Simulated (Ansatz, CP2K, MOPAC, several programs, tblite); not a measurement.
Energy against volume for SrCl2 built on the CdCl2 prototype (it has left that coordination), at fixed shape and fractional coordinates, computed by several methods (PBE and r2SCAN, where shown, with plane waves in Ansatz); the cell shown is that of r2SCAN+rVV10. The symmetry is Fm-3m (No. 225, cubic); a = 6.951 Å in the conventional setting, 27.98 Å³ an atom. Around Sr lie 8 Cl at 3.01 Å; around Cl lie 4 Sr at 3.01 Å. Computed, not measured; no magnetism was allowed, and whether the structure is a known phase isn't checked. Energies count from each curve's lowest point; fits are third-order Birch-Murnaghan.

```
Sr Cl
1.0
     2.45672    1.41839    4.01532
    -2.45672    1.41839    4.01532
     0.00000   -2.83678    4.01532
Sr Cl
1 2
Direct
  0.00000 0.00000 0.00000
  0.24995 0.24995 0.24995
  0.75005 0.75005 0.75005
```

GFN2-xTB (tblite), on the shape of the cell shown, as a cluster of 36 atoms at the zone centre:

| V (Å³/atom) | E (meV/atom) |
| --- | --- |
| 24.625 | 21.86 |
| 26.304 | 0.00 |
| 27.983 | 27.80 |
| 29.662 | 64.08 |
| 31.341 | 105.88 |

The points scatter about a smooth fit, so no fit is quoted.

Task: PBE/DZVP (CP2K), on the shape of the cell shown, gives

| V (Å³/atom) | E (meV/atom) |
| --- | --- |
| 24.625 | 113.77 |
| 26.304 | 42.25 |
| 27.983 | 7.68 |
| 29.662 | 0.00 |
| 31.341 | 11.93 |

What equilibrium volume and bulk modulus follow?

Result: V₀ = 29.40 Å³ an atom and B₀ = 34 GPa.

PBE/SZV (CP2K), on the shape of the cell shown:

| V (Å³/atom) | E (meV/atom) |
| --- | --- |
| 24.625 | 288.74 |
| 26.304 | 151.00 |
| 27.983 | 65.75 |
| 29.662 | 18.82 |
| 31.341 | 0.00 |

The lowest point is an end point, so the minimum isn't bracketed.

light PBE (260 eV, its own mesh), on the shape of the cell shown:
```
V (Å³/atom)  E (meV/atom)
     25.745         52.39
     26.864         21.23
     27.983          5.47
     29.103          0.00
     30.222          3.97
     31.341          8.95
```
The points scatter about a smooth fit, as a low cutoff and a light mesh can make them, so no fit is quoted.

PM7 (MOPAC), on the shape of the cell shown, as a cluster of 36 atoms at the zone centre:
```
V (Å³/atom)  E (meV/atom)
     24.625          0.00
     26.304         33.80
     27.983         90.91
     29.662        172.02
     31.341        268.31
```
The lowest point is an end point, so the minimum isn't bracketed.
